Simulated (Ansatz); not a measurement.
# C3H6FIn: a ladder of functionals and wavefunction methods

An exercise on one series of results from a longer session: the logs are not shown, and one member is left open.

Method: functionals in def2-TZVPP, the program's frozen cores in correlated methods; program: Ansatz 0.2.0, Gaussian basis.

Levels to be run: LDA (SPW92), PBE-D4, revPBE-D4, BLYP-D4, r2SCAN-D4, B97M-V, PBE0-D4, B3LYP-D4, r2SCANh-D4, r2SCAN0-D4, HSE06-D4, BHLYP-D4, CAM-B3LYP-D4, LC-ωPBE, ωB97X-V, ωB97M-V, B2PLYP, PBE-QIDH; CCSD(T)/def2-SVP; CCSD(T)/def2-TZVPP; MP2/def2-QZVPP; extrapolation to the limit; RPA on PBE.

1 further run of the same task is left out (for a known fault of the program). Runs told in other sessions of the task aren't counted.

## The relaxed structure

The geometry comes from an earlier relaxation with PBE0-D4 in a triple-zeta def2 set; it is a stationary point, not always the lowest conformer. In takes the def2 core potential; no spin-orbit term is included.

SMILES `C=[CH][In]([CH3])[F]`, 11 atoms, charge 0, spin multiplicity 1.

Atoms are counted from 1 here; the program's logs count them from 0.

Bond lengths: C1–C2 1.331 Å, C1–H6 1.086 Å, C1–H7 1.089 Å, C2–In3 2.114 Å, C2–H8 1.087 Å, In3–C4 2.127 Å, In3–F5 1.981 Å, C4–H9 1.091 Å, C4–H10 1.090 Å, C4–H11 1.089 Å. Angles: C2–C1–H6 121.8°, C2–C1–H7 121.8°, H6–C1–H7 116.4°, C1–C2–In3 118.5°, C1–C2–H8 119.3°, In3–C2–H8 122.2°, C2–In3–C4 146.3°, C2–In3–F5 104.1°, C4–In3–F5 109.5°, In3–C4–H9 109.6°, In3–C4–H10 111.2°, In3–C4–H11 108.3°, H9–C4–H10 108.6°, H9–C4–H11 109.1°, H10–C4–H11 109.9°.

The first run:

The input, in.yaml:

```yaml
crystal:
  periodic: [false, false, false]
  atoms:
    - {symbol: C, position_ang: [-0.592914, 1.751231, 1.767704]}
    - {symbol: C, position_ang: [-1.072549, 0.939175, 0.829095]}
    - {symbol: In, position_ang: [0.283194, -0.277541, -0.242586]}
    - {symbol: C, position_ang: [0.524241, -1.742403, -1.765141]}
    - {symbol: F, position_ang: [2.052038, 0.177012, 0.525922]}
    - {symbol: H, position_ang: [0.468782, 1.801496, 1.992587]}
    - {symbol: H, position_ang: [-1.242853, 2.400831, 2.351603]}
    - {symbol: H, position_ang: [-2.142554, 0.921569, 0.637574]}
    - {symbol: H, position_ang: [0.469158, -1.265355, -2.744831]}
    - {symbol: H, position_ang: [-0.251836, -2.505260, -1.705365]}
    - {symbol: H, position_ang: [1.505285, -2.200755, -1.646561]}
basis:
  gaussian: {orbitals: def2-TZVPP}
hamiltonian: {xc: lda}
output: {orbitals: {seedname: orbitals}}
```

On the command line:

```bash
> ansatz run in.yaml --threads 4 --pin off --events-out ev --progress --plain --max-ram 10444MiB
```

Steps of the session up to this table: LDA; PBE-D4 (GGA); revPBE-D4 (GGA); BLYP-D4 (GGA); r2SCAN-D4 (meta-GGA); B97M-V (meta-GGA); PBE0-D4 (hybrid); B3LYP-D4 (hybrid); r2SCANh-D4 (hybrid); r2SCAN0-D4 (hybrid); HSE06-D4 (hybrid); BHLYP-D4 (hybrid); CAM-B3LYP-D4 (range-separated); LC-ωPBE (range-separated); ωB97X-V (range-separated); ωB97M-V (range-separated); B2PLYP (double hybrid); PBE-QIDH (double hybrid).

One of the session's tables, all rows but one given; the rest of the session is left out.

It belongs to the step «Orbital energies across the functionals». 

```
  functional  HOMO (eV)  LUMO (eV)  gap (eV)
 LDA (SPW92)      -6.75      -2.47      4.28
      PBE-D4      -6.56      -2.19      4.37
   revPBE-D4      -6.49      -2.08      4.41
     BLYP-D4      -6.44      -2.13      4.32
   r2SCAN-D4      -6.81      -1.99      4.82
      B97M-V          ?          ?         ?
     PBE0-D4      -7.81      -1.40      6.41
    B3LYP-D4      -7.60      -1.67      5.93
  r2SCANh-D4      -7.28      -1.70      5.58
  r2SCAN0-D4      -7.97      -1.28      6.69
    HSE06-D4      -7.41      -1.76      5.65
    BHLYP-D4      -8.92      -0.67      8.26
CAM-B3LYP-D4      -9.12      -0.53      8.59
     LC-ωPBE     -10.43       0.60     11.03
     ωB97X-V     -10.08       0.47     10.55
     ωB97M-V      -9.96       0.20     10.16
```

Estimate the missing values for B97M-V.

**Answer.** HOMO (eV): -6.86; LUMO (eV): -2.10; gap (eV): 4.76. In the column «HOMO (eV)» it lies between r2SCANh-D4 (-7.28) and r2SCAN-D4 (-6.81).
